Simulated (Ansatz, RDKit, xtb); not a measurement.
# C5H4ClNO2: ranking a sample of isomers

A sample of isomers of C5H4ClNO2 is drawn. Aim: find which of them has the lowest free energy at 298.15 K, then its properties. The sample is small against all isomers, and the most stable one of this formula need not be in it.

The funnel: GFN2-xTB relaxations, single points with a density functional, relaxations at PBE0-D3(BJ)/def2-SVP, harmonic vibrations (at GFN2-xTB), and a last energy at a higher level. All values are calculated.

### Step 1. Possible bonding patterns

Isomers were taken from a list of plausible structures; this is a sample, not all of them. That gives 13 candidates.

```csv
label,SMILES,spin
c044,N#CCC(=O)O/C=C\Cl,singlet
c108,CC(=O)c1cc(Cl)on1,singlet
c325,CC(=O)c1oncc1Cl,singlet
c528,N#CCCOC(Cl)=C=O,singlet
c560,CC(=O)c1nocc1Cl,singlet
c587,C/C(OC=O)=C(\Cl)C#N,singlet
c654,N#C/C(Cl)=C/COC=O,singlet
c746,COC(=O)/C(C#N)=C/Cl,singlet
c787,C=COc1ncoc1Cl,singlet
c820,O=C1C=C(Cl)NC(=O)C1,singlet
c906,Nc1oc(=O)ccc1Cl,singlet
c944,O=COc1ccc(Cl)[nH]1,singlet
c989,N#C[C@H](/C=C\Cl)OC=O,singlet
```

Candidates are built by distance geometry, with a force field where one applies, in up to four conformers (letters a to d).

**Question.** With final energies at CCSD(T)/def2-SVP + MP2/def2-TZVPP - MP2/def2-SVP, which structure will this search put lowest in free energy, and by what margin?

| quantity | value |
| --- | --- |
| lowest structure found | O=C1C=C(Cl)NC(=O)C1, singlet |
| next finalist | Nc1oc(=O)ccc1Cl, singlet, 5.5 kcal/mol higher in G |
| share at equilibrium, among the finalists | 100.0 % |

`O=C1C=C(Cl)NC(=O)C1` comes out lowest. Among the finalists first place is clear (5.5 kcal/mol); structures outside the list aren't covered. GFN2-xTB, HF/STO-3G, r2SCAN-D4/def2-SVP, PBE0-D3(BJ)/def2-SVP, HF/def2-SVP and MP2/def2-SVP already put its bonding pattern lowest among the structures in one piece. It still has an imaginary mode, so it is no strict minimum; a nearby shape lies a little lower. Lowest found is not proven lowest: the search is finite, and each finalist counts with one conformer. Only 13 drawn patterns were tried, so whole families of isomers are missing, and the result ranks this sample alone.
